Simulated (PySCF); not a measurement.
# quartet GaHCl: levels of theory compared

Wanted: a comparison of 6 runs (U-r2SCAN/STO-3G, UB2PLYP/STO-3G, UPBE0/STO-3G, NEVPT2(5,5)/STO-3G, UCISD/STO-3G, FCI/STO-3G) of quartet GaHCl. 

Program for the calculation: PySCF 2.14.0.

31 further runs of the same task are left out: 16 that didn't finish, 15 set aside as unsound or not needed.

## Step 1: The system as given

GaHCl: 3 atoms, total charge 0, spin state quartet. As SMILES of the parent species, `[Cl][GaH]`. The shape is that of a PBE0-D4/def2-TZVP optimisation. That shape belongs to the parent species and isn't relaxed for this state.

Bond lengths: Cl1–Ga2 2.168 Å, Ga2–H3 1.604 Å. Angles: Cl1–Ga2–H3 115.5°.

## Step 2: The energy at U-r2SCAN/STO-3G (run 1)

The input, mol.xyz:

```xyz
3
ClGaH
Cl     1.530700    -0.191300     0.805700
Ga    -0.331100    -0.583500    -0.232800
H     -1.210500     0.710000    -0.586300
```

The input, job.py:

```python
from pyscf import gto, dft

mol = gto.M(
    atom='mol.xyz',
    basis='sto-3g',
    spin=3,
    verbose=4,
    max_memory=1860,
)

myscf = dft.UKS(mol, xc='r2scan')
myscf.conv_tol = 1e-10
myscf.grids.level = 5
myscf.kernel()
if not myscf.converged:
    myscf = myscf.newton().run(myscf.mo_coeff, myscf.mo_occ)

energy = myscf.e_tot
print('E(%s) = %.9f' % ('R2SCAN', energy))
```

Launch:

```
OMP_NUM_THREADS=1 python job.py
```

The program printed:

```text
PySCF version 2.14.0

[INPUT] num. atoms = 3
[INPUT] num. electrons = 49
[INPUT] charge = 0
[INPUT] spin (= nelec alpha-beta = 2S) = 3
[INPUT] symmetry False subgroup None
[INPUT] Mole.unit = angstrom
[INPUT] Symbol           X                Y                Z      unit          X                Y                Z       unit  Magmom
[INPUT]  1 Cl     1.530700000000  -0.191300000000   0.805700000000 AA    2.892603778872  -0.361504607629   1.522552338562 Bohr   0.0
[INPUT]  2 Ga    -0.331100000000  -0.583500000000  -0.232800000000 AA   -0.625688319843  -1.102655193684  -0.439928241799 Bohr   0.0
[INPUT]  3 H     -1.210500000000   0.710000000000  -0.586300000000 AA   -2.287513473786   1.341705548441  -1.107946426832 Bohr   0.0

nuclear repulsion = 141.693116436539
number of shells = 14
number of NR pGTOs = 84
number of NR cGTOs = 28
basis = sto-3g
ecp = {}

[... 37 lines left out ...]
[... the frontier-level lines of each cycle are left out ...]
[... 18 lines left out ...]
[... 23 lines left out ...]
[... 23 lines left out ...]
[... 23 lines left out ...]
[... 23 lines left out ...]
[... 23 lines left out ...]
[... 23 lines left out ...]
[... 23 lines left out ...]
[... 5 lines left out ...]

cycle= 33 E= -2358.04300631586  delta_E= 1.1e-09  |g|= 1.13e-05  |ddm|= 0.000626


cycle= 34 E= -2358.04300631597  delta_E= -1.07e-10  |g|= 1.97e-06  |ddm|= 0.000462


cycle= 35 E= -2358.04300631608  delta_E= -1.15e-10  |g|= 4.89e-07  |ddm|= 0.000225


cycle= 36 E= -2358.04300631611  delta_E= -2.41e-11  |g|= 3.21e-07  |ddm|= 5.84e-05


Extra cycle  E= -2358.0430063161  delta_E= 3.64e-12  |g|= 1.04e-06  |ddm|= 4.36e-06
converged SCF energy = -2358.0430063161  <S^2> = 3.7519424  2S+1 = 4.0009711
E(R2SCAN) = -2358.043006316
```

Run time: 25 s. Hardware: 1 thread of Intel Xeon Platinum 8259CL at 2.50GHz (Skylake/Cascade Lake), shared host; peak memory 0.24 GiB.

## Step 3: A single-point energy at UB2PLYP/STO-3G (run 2)

The input, calc.py:

```python
from pyscf import gto, dft, mp

mol = gto.M(
    atom='''
Cl       1.530700      -0.191300       0.805700
Ga      -0.331100      -0.583500      -0.232800
H       -1.210500       0.710000      -0.586300
''',
    basis='sto-3g',
    max_memory=1860,
    verbose=3,
    spin=3,
)

mf = dft.UKS(mol, xc='0.53*HF + 0.47*B88, 0.73*LYP')
mf.grids.level = 5
mf.conv_tol = 1e-10
mf.kernel()
if not mf.converged:
    mf = mf.newton().run(mf.mo_coeff, mf.mo_occ)

pt = mp.MP2(mf, frozen=14).run()
energy = mf.e_tot + 0.27 * pt.e_corr
print('PT2 part  %.8f' % (0.27 * pt.e_corr))
print('Final energy', energy)
```

Launch:

```
OMP_NUM_THREADS=1 python calc.py
```

The program printed:

```text
WARN: HOMO -0.282583881115672 >= LUMO -0.607742771456096

SCF not converged.
SCF energy = -2357.49451786802 after 50 cycles  <S^2> = 3.7523735  2S+1 = 4.0011866
converged SCF energy = -2357.49451787213  <S^2> = 3.7523724  2S+1 = 4.001186
E(UMP2) = -2357.52915487069  E_corr = -0.0346369985598399
E(SCS-UMP2) = -2357.53210511839  E_corr = -0.037587246257806
PT2 part  -0.00935199
Final energy -2357.5038698617386
```

Wall time 29 s (1 thread of Intel Xeon Platinum 8259CL at 2.50GHz (Skylake/Cascade Lake), shared host); peak memory 0.34 GiB.

Runs 3 to 4 aren't shown in full; the table further down has their settings and results.

## Step 4: A single-point energy at UCISD/STO-3G (run 5)

The input, input.py:

```python
from pyscf import gto, ci

system = gto.Mole()
system.atom = '''
Cl     2.892604    -0.361505     1.522552
Ga    -0.625688    -1.102655    -0.439928
H     -2.287513     1.341706    -1.107946
'''
system.unit = 'bohr'
system.verbose = 4
system.max_memory = 1860
system.spin = 3
system.basis = 'sto-3g'
system.build()

mf = system.UHF()
mf.conv_tol = 1e-10
mf.kernel()
if not mf.converged:
    mf = mf.newton().run(mf.mo_coeff, mf.mo_occ)

cisd = ci.CISD(mf, frozen=14)
cisd.kernel()
e_tot = cisd.e_tot
print('Final energy', e_tot)
```

Launch:

```
OMP_NUM_THREADS=1 python input.py
```

The program printed:

```text
PySCF version 2.14.0

[INPUT] num. atoms = 3
[INPUT] num. electrons = 49
[INPUT] charge = 0
[INPUT] spin (= nelec alpha-beta = 2S) = 3
[INPUT] symmetry False subgroup None
[INPUT] Mole.unit = bohr
[INPUT] Symbol           X                Y                Z      unit          X                Y                Z       unit  Magmom
[INPUT]  1 Cl     1.530700117016  -0.191300207634   0.805699820841 AA    2.892604000000  -0.361505000000   1.522552000000 Bohr   0.0
[INPUT]  2 Ga    -0.331099830746  -0.583499897507  -0.232799872046 AA   -0.625688000000  -1.102655000000  -0.439928000000 Bohr   0.0
[INPUT]  3 H     -1.210499749283   0.710000238955  -0.586299774130 AA   -2.287513000000   1.341706000000  -1.107946000000 Bohr   0.0

nuclear repulsion = 141.693131027929
number of shells = 14
number of NR pGTOs = 84
number of NR cGTOs = 28
basis = sto-3g
ecp = {}

[... 20 lines left out ...]
WARN: HOMO -0.212557528391602 >= LUMO -0.646684434517504
[... 154 lines left out ...]
converged SCF energy = -2356.14914397008  <S^2> = 3.7570105  2S+1 = 4.0035037
[... 1 line left out ...]
******** <class 'pyscf.ci.ucisd.UCISD'> ********
CISD nocc = (np.int64(12), np.int64(9)), nmo = (14, 14)
frozen orbitals 14
max_cycle = 50
direct = 0
conv_tol = 1e-09
max_cycle = 50
max_space = 12
lindep = 0
nroots = 1
Init t2, MP2 energy = -0.0229907343577694
UCISD converged
E(UCISD) = -2356.18422274822  E_corr = -0.03507877814013183
Final energy -2356.18422274822
```

Run time: 1.3 s. Hardware: 1 thread of Intel Xeon Platinum 8259CL at 2.50GHz (Skylake/Cascade Lake), shared host; peak memory 0.12 GiB.

## Step 5: A single-point energy at FCI/STO-3G (run 6)

The input, calc.py:

```python
from pyscf import gto, mcscf

mol = gto.M(
    atom='''
Cl     2.892604    -0.361505     1.522552
Ga    -0.625688    -1.102655    -0.439928
H     -2.287513     1.341706    -1.107946
''',
    max_memory=1860,
    verbose=3,
    charge=0,
    spin=3,
    unit='bohr',
    basis='sto-3g',
)

mf = mol.ROHF()
mf.conv_tol = 1e-10
mf.kernel()
if not mf.converged:
    mf = mf.newton().run(mf.mo_coeff, mf.mo_occ)

cas = mcscf.CASCI(mf, mf.mo_coeff.shape[-1] - 14, (mol.nelec[0] - 14, mol.nelec[1] - 14))  # full CI above the frozen core
cas.fix_spin_(ss=3.75)
cas.kernel()
etot = cas.e_tot
print('E(%s) = %.9f' % ('FCI', etot))
```

Launch:

```
OMP_NUM_THREADS=1 python calc.py
```

The program printed:

```text
SCF not converged.
SCF energy = -2355.809936777
converged SCF energy = -2356.1480655483
CASCI E = -2356.19081064215  E(CI) = -117.572763000253  S^2 = 3.7500000
E(FCI) = -2356.190810642
```

Wall time 9 s (1 thread of Intel Xeon Platinum 8259CL at 2.50GHz (Skylake/Cascade Lake), shared host); peak memory 0.16 GiB.

## Step 6: The series

```tsv
run	level	frozen core orbitals	integration grid	energy (Eh)	dipole moment (D) of the reference	HOMO energy (eV)	⟨S²⟩	wall time
1	U-r2SCAN/STO-3G	–	5	-2358.043006	1.37	-3.10	3.752	25 s
2	UB2PLYP/STO-3G	14	5	-2357.503870	2.04	-5.03	3.752	29 s
3	UPBE0/STO-3G	–	5	-2357.641187	1.78	-4.02	3.752	29 s
4	NEVPT2(5,5)/STO-3G	–	–	-2356.179503	2.55	–	–	2.3 s
5	UCISD/STO-3G	14	–	-2356.184223	2.53	-6.96	3.757	1.3 s
6	FCI/STO-3G	14	–	-2356.190811	2.55	–	–	9 s
```

## Step 7: Summary of results

| quantity | value |
| --- | --- |
| run 6: total energy | -2356.19081 Eh |
| run 6: dipole moment (Hartree–Fock density) | 2.55 D |
| run 6: correlation energy (14 core orbitals frozen) | -42.7 mEh |

What this shows: Against full CI in this basis: UCISD +6.6 mEh. Over runs 1, 2, 3 the dipole moment (its size) runs from 1.37 D (U-r2SCAN/STO-3G) to 2.04 D (UB2PLYP/STO-3G). A double hybrid's value is that of its SCF part. Totals of different functionals can't be ranked against each other. In runs 1, 2, 3, 4, 5, 6 the basis is minimal, so the values are rough. All runs together took 96 s, the longest 29 s.
